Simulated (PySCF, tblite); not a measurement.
# C₇H₁₂N₂: geometry, infrared bands and NMR shifts

Wanted: the infrared bands and NMR shifts of C₇H₁₂N₂ (`C=C[C@H]1CN(C)N=C1C`), by calculation.

The runs use tblite 0.8.0 and PySCF 2.14.0, with density-fitted response routines of our own; the level of theory stands in each step. All values are computed, except where a source is named. Atoms are numbered from 0 throughout.

## Step 1: The molecule as given

21 atoms, charge 0, multiplicity 1; geometry from: force field or distance geometry start.

Bonds of the start (Å): C0–C1 1.36, C1–C2 1.47, C2–C3 1.51, C3–N4 1.44, N4–C5 1.45, N4–N6 1.40, N6–C7 1.30, C7–C8 1.48, C7–C2 1.48, C0–H9 1.08, C0–H10 1.09, C1–H11 1.10, C2–H12 1.10, C3–H13 1.11, C3–H14 1.13, C5–H15 1.13, C5–H16 1.12, C5–H17 1.11, C8–H18 1.09, C8–H19 1.13, C8–H20 1.11.

## Step 2: Geometry optimisation with GFN2-xTB

The job: settings as JSON, then the geometry in Å.

```
{"job": {"kind": "relax", "xc": "GFN2-xTB", "basis": "xTB"}, "charge": 0, "multiplicity": 1}
C      3.059100     0.073300     0.120100
C      1.812700     0.078900     0.657800
C      0.597600    -0.098200    -0.148200
C     -0.222000    -1.190000     0.490700
N     -1.566100    -0.788500     0.148500
C     -2.681500    -1.679500    -0.124100
N     -1.547300     0.611900     0.103500
C     -0.329100     1.046900    -0.054200
C     -0.002200     2.485000    -0.132300
H      3.142300    -0.051400    -0.949600
H      3.924500     0.203000     0.769500
H      1.787300     0.202900     1.755000
H      0.825700    -0.361700    -1.188500
H      0.051200    -2.176600     0.055100
H     -0.066500    -1.207300     1.607000
H     -3.513200    -1.406500     0.590600
H     -2.362000    -2.739700     0.071400
H     -2.999000    -1.526800    -1.172400
H      0.900200     2.636800    -0.717500
H     -0.877100     2.997400    -0.622700
H      0.056500     2.907000     0.894600
```

Started as:

```bash
> OMP_NUM_THREADS=1 python probes_run.py task.json out
```

This one command runs all jobs of the session in turn.

**Question.** This job is followed by: GFN2-xTB harmonic vibrations, gas phase; GIAO PBE0/pcSseg-1 NMR shielding, non-relativistic, gas phase. What will the session give for the following? strongest single infrared mode (GFN2-xTB); zero-point energy (GFN2-xTB); 13C shifts against TMS (PBE0/pcSseg-1); 1H shifts against TMS (PBE0/pcSseg-1, means over atoms taken as alike); 15N shifts against NH3 (PBE0/pcSseg-1); surface potential, 1st and 99th percentile.

**Answer**, as computed:

| quantity | value |
| --- | --- |
| strongest single infrared mode (GFN2-xTB) | 2873 cm⁻¹, 134 km/mol |
| zero-point energy (GFN2-xTB) | 111.4 kcal/mol |
| 13C shifts against TMS (PBE0/pcSseg-1) | 148.0, 144.8, 120.6, 63.2, 60.9, 42.9, 16.0 ppm |
| 1H shifts against TMS (PBE0/pcSseg-1, means over atoms taken as alike) | 5.98, 5.31, 5.26, 3.47, 3.45, 2.97, 2.87, 1.94 ppm |
| 15N shifts against NH3 (PBE0/pcSseg-1) | 384.9, 140.0 ppm |
| surface potential, 1st and 99th percentile | -1.63 V and 0.78 V |

In words: The optimisation took 124 steps and gained 0.905 eV; among the close pairs (by a distance rule), C2–C7 changed most, from 1.476 to 1.530 Å. No mode is imaginary among the 57: a minimum at this level. Unscaled tight-binding wavenumbers are off by several per cent, some by more. Its intensities can rank the bands wrongly. C1 (alkene CH) lies farthest downfield among carbon, at 148.0 ppm; the olefinic region. The most deshielded hydrogen is H11 (hydrogen on an alkene CH), at 5.98 ppm: attached to an sp2 carbon and in the plane of the double bond. At PBE0/pcSseg-1: Shielding is most anisotropic at N6 (span 488 ppm, paramagnetic term -444 ppm).
